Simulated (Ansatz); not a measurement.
**(001) superlattice of 12 and 8 atomic planes of BeS and BeSe, in-plane a of BeSe, 20 atoms**

Which settings matter for this cell? A base run comes first, then runs with one to three settings changed.

All numbers are computed with Ansatz 0.2.0 (PAW, plane waves).

### Step 1. Starting point

20 atoms (10 Be, 6 S, 4 Se); a = 3.627 Å, b = 3.627 Å, c = 24.117 Å, α = 90.00°, β = 90.00°, γ = 90.00°. All atoms were shaken off their sites by about 0.07 Å along each axis.

### Step 2. PBEsol single point

Contents of in.yaml:

```yaml
crystal:
  lattice:
    - [2.564411, 2.564411, 0.000000]
    - [-2.564411, 2.564411, 0.000000]
    - [0.000000, 0.000000, 24.117279]
  atoms:
    - { symbol: Be, position: [0.011714, 0.001435, 0.002221] }
    - { symbol: Be, position: [0.995644, 0.968774, 0.188969] }
    - { symbol: Be, position: [0.941732, 0.997649, 0.379114] }
    - { symbol: Be, position: [0.973926, 0.010741, 0.578358] }
    - { symbol: Be, position: [0.998271, 0.001313, 0.783166] }
    - { symbol: Be, position: [0.508338, 0.519842, 0.096787] }
    - { symbol: Be, position: [0.488129, 0.469572, 0.291050] }
    - { symbol: Be, position: [0.512872, 0.490597, 0.482838] }
    - { symbol: Be, position: [0.505092, 0.495871, 0.683768] }
    - { symbol: Be, position: [0.481232, 0.517412, 0.897586] }
    - { symbol: S, position: [0.496814, 0.988116, 0.043897] }
    - { symbol: S, position: [0.466517, 0.996025, 0.239725] }
    - { symbol: S, position: [0.509255, 0.014081, 0.432569] }
    - { symbol: S, position: [0.969788, 0.512810, 0.146536] }
    - { symbol: S, position: [0.980568, 0.499534, 0.337436] }
    - { symbol: S, position: [0.972571, 0.451533, 0.531440] }
    - { symbol: Se, position: [0.495904, 0.030013, 0.625995] }
    - { symbol: Se, position: [0.516388, 0.986189, 0.839584] }
    - { symbol: Se, position: [0.010485, 0.491914, 0.731412] }
    - { symbol: Se, position: [0.981487, 0.473630, 0.942287] }
kpoints:
  mp_grid: { grid: [4, 4, 1] }
hamiltonian:
  xc: pbesol
scf:
  occupations: { method: fermi_dirac, width: 0.01 }
output:
  forces: true
  eigenvalues: true
  stress: true
  populations: true
```

On the command line:

```
> ansatz run in.yaml --threads 7 --pin off --max-ram 13300MiB --runs-dir r --events-out ev --progress --plain
```

### Step 3. Run again with density cutoff ratio 8, xc grid 2

Edit in.yaml of step 2 so:

```diff
@@ -28,2 +28,3 @@
   mp_grid: { grid: [4, 4, 1] }
+basis: { ecutrho_ratio: 8, xc_grid: 2 }
 hamiltonian:
@@ -32,2 +33,3 @@
   occupations: { method: fermi_dirac, width: 0.01 }
+  max_iter: 80
 output:
@@ -36,2 +38 @@
   stress: true
-  populations: true
```

### Step 4. Run again with dispersion D3(BJ), mixer msr1, density threshold 0.001 eV

Edit in.yaml of step 3 so:

```diff
@@ -28,8 +28,10 @@
   mp_grid: { grid: [4, 4, 1] }
-basis: { ecutrho_ratio: 8, xc_grid: 2 }
 hamiltonian:
   xc: pbesol
+  dispersion: d3bj
 scf:
   occupations: { method: fermi_dirac, width: 0.01 }
-  max_iter: 80
+  max_iter: 100
+  convergence: { dr2_threshold: 1e-03 }
+  mixing: { algorithm: msr1 }
 output:
```

### Step 5. Variant: mixing beta 0.01

Edit in.yaml of step 4 so:

```diff
@@ -30,8 +30,6 @@
   xc: pbesol
-  dispersion: d3bj
 scf:
   occupations: { method: fermi_dirac, width: 0.01 }
-  max_iter: 100
-  convergence: { dr2_threshold: 1e-03 }
-  mixing: { algorithm: msr1 }
+  max_iter: 90
+  mixing: { beta: 0.01 }
 output:
```

### Step 6. Changed settings: functional PBE, k points Γ alone, xc grid 1

Edit in.yaml of step 5 so:

```diff
@@ -27,9 +27,9 @@
 kpoints:
-  mp_grid: { grid: [4, 4, 1] }
+  mp_grid: { grid: [1, 1, 1] }
+basis: { xc_grid: 1 }
 hamiltonian:
-  xc: pbesol
+  xc: pbe
 scf:
   occupations: { method: fermi_dirac, width: 0.01 }
-  max_iter: 90
-  mixing: { beta: 0.01 }
+  max_iter: 80
 output:
```

Q: Predict the outcome of this session. Wanted: for each run, settings; status; energy from base; forces from base.

As calculated:

| settings | status | cycles | time | energy from base (meV/atom) | forces from base (eV/Å rms) | filled to empty level on the mesh (eV) |
| --- | --- | --- | --- | --- | --- | --- |
| base | converged | 8 | 4.1 s (7 CPU threads) | 0 | 0 | 1.55 |
| density cutoff ratio 8, xc grid 2 | converged | 8 | 3 s (7 CPU threads) | 0.0 | 0.000 | 1.55 |
| dispersion D3(BJ), mixer msr1, density threshold 0.001 eV | converged, settings too loose | 6 | 2.8 s (7 CPU threads) | - | 0.001 | 1.55 |
| mixing beta 0.01 | converged | 11 | 3.2 s (7 CPU threads) | 0.0 | 0.000 | 1.55 |
| functional PBE, k points Γ alone, xc grid 1 | converged | 9 | 0.6 s (7 CPU threads) | - | 0.410 | 1.42 |

**Reading.** Among these variants the forces move most with functional PBE, k points Γ alone, xc grid 1 (0.410 eV/Å rms).
